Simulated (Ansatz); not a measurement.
# AsH6InO3: vertical ionisation energy

An exercise on one series of results from a longer session: the logs are not shown, and one member is left open.

Computed with Ansatz 0.2.0, Gaussian basis. Level: unrestricted cation, the program's frozen cores in correlated methods.

The runs, in order: UKS PBE-D4/def2-TZVPP; UKS r2SCAN-D4/def2-TZVPP; UKS PBE0-D4/def2-TZVPP; UKS B3LYP-D4/def2-TZVPP; UKS wB97X-V/def2-TZVPP; UKS B2PLYP/def2-TZVPP; UHF-CCSD(T)/def2-TZVPP; UHF-MP2/def2-QZVPP; extrapolation to the limit; then −ε(HOMO) from the neutral's earlier runs with LDA (SPW92), PBE-D4, revPBE-D4, BLYP-D4, r2SCAN-D4, B97M-V, PBE0-D4, B3LYP-D4, r2SCANh-D4, r2SCAN0-D4, HSE06-D4, BHLYP-D4, CAM-B3LYP-D4, LC-ωPBE, ωB97X-V, ωB97M-V.

1 further run of the same task is left out (it didn't finish).

**The relaxed structure**

The geometry comes from an earlier relaxation with PBE0-D4 in a triple-zeta def2 set; it is a stationary point, not always the lowest conformer. In takes the def2 core potential; no spin-orbit term is included.

11 atoms, charge 0, spin multiplicity 1.

Atoms are counted from 1 here; the program's logs count them from 0.

Bond lengths: O1–In2 1.993 Å, O1–H6 0.960 Å, In2–O3 1.993 Å, In2–O4 1.993 Å, In2–As5 2.871 Å, O3–H7 0.960 Å, O4–H8 0.960 Å, As5–H9 1.508 Å, As5–H10 1.508 Å, As5–H11 1.508 Å. Angles: In2–O1–H6 111.8°, O1–In2–O3 119.0°, O1–In2–O4 119.0°, O1–In2–As5 95.8°, O3–In2–O4 119.0°, O3–In2–As5 95.9°, O4–In2–As5 95.9°, In2–O3–H7 111.7°, In2–O4–H8 111.8°, In2–As5–H9 120.1°, In2–As5–H10 120.0°, In2–As5–H11 120.0°, H9–As5–H10 97.1°, H9–As5–H11 97.1°, H10–As5–H11 97.1°.

Set-up of the first run:

in.yaml

```yaml
crystal:
  periodic: [false, false, false]
  atoms:
    - {symbol: O, position_ang: [-1.876742, 0.298258, 1.374190]}
    - {symbol: In, position_ang: [-0.070962, -0.439294, 0.963367]}
    - {symbol: O, position_ang: [1.536158, 0.461646, 1.724610]}
    - {symbol: O, position_ang: [0.083169, -2.328643, 0.346807]}
    - {symbol: As, position_ang: [0.138343, 0.739261, -1.646693]}
    - {symbol: H, position_ang: [-1.833853, 1.003091, 2.024684]}
    - {symbol: H, position_ang: [2.268135, -0.149900, 1.834524]}
    - {symbol: H, position_ang: [-0.757376, -2.789669, 0.398862]}
    - {symbol: H, position_ang: [1.351194, 0.471839, -2.502212]}
    - {symbol: H, position_ang: [0.128177, 2.239441, -1.800815]}
    - {symbol: H, position_ang: [-0.900944, 0.436870, -2.696822]}
basis:
  gaussian: {orbitals: def2-TZVPP}
total_charge: 1
magnetization: {spin_polarized: true, initial_magnetization: 1}
hamiltonian: {xc: pbe, dispersion: d4}
```

Launch:

```
$ ansatz run in.yaml --threads 2 --pin off --events-out ev --progress --plain --max-ram 32768MiB --backend cpu
```

Among the steps run: Cation, UKS PBE-D4/def2-TZVPP; Cation, UKS r2SCAN-D4/def2-TZVPP; Cation, UKS PBE0-D4/def2-TZVPP; Cation, UKS B3LYP-D4/def2-TZVPP; Cation, UKS wB97X-V/def2-TZVPP; Cation, UKS B2PLYP (frozen core)/def2-TZVPP; Cation, UHF-CCSD(T)/def2-TZVPP; Cation, UHF-MP2/def2-QZVPP.

One table of the session follows, with a row left open; its other results are not shown here.

Orbital estimates, from the neutral's runs:

```
  functional  −ε(HOMO) (eV)
 LDA (SPW92)           6.55
      PBE-D4           6.33
   revPBE-D4           6.25
     BLYP-D4              ?
   r2SCAN-D4           6.68
      B97M-V           6.75
     PBE0-D4           7.98
    B3LYP-D4           7.76
  r2SCANh-D4           7.32
  r2SCAN0-D4           8.23
    HSE06-D4           7.58
    BHLYP-D4           9.39
CAM-B3LYP-D4           9.41
     LC-ωPBE          10.71
     ωB97X-V          10.37
     ωB97M-V          10.31
```

Q: Estimate the row for BLYP-D4 from the others.

Worked estimate for «−ε(HOMO) (eV)». Against the share of exact exchange, B3LYP-D4 (0.2, 7.76), BHLYP-D4 (0.5, 9.39) give a slope of 5.43 per unit share; at 0 the line stands at 6.67.

As computed: −ε(HOMO) (eV): 6.26. In «−ε(HOMO) (eV)» the line misses by +0.41.
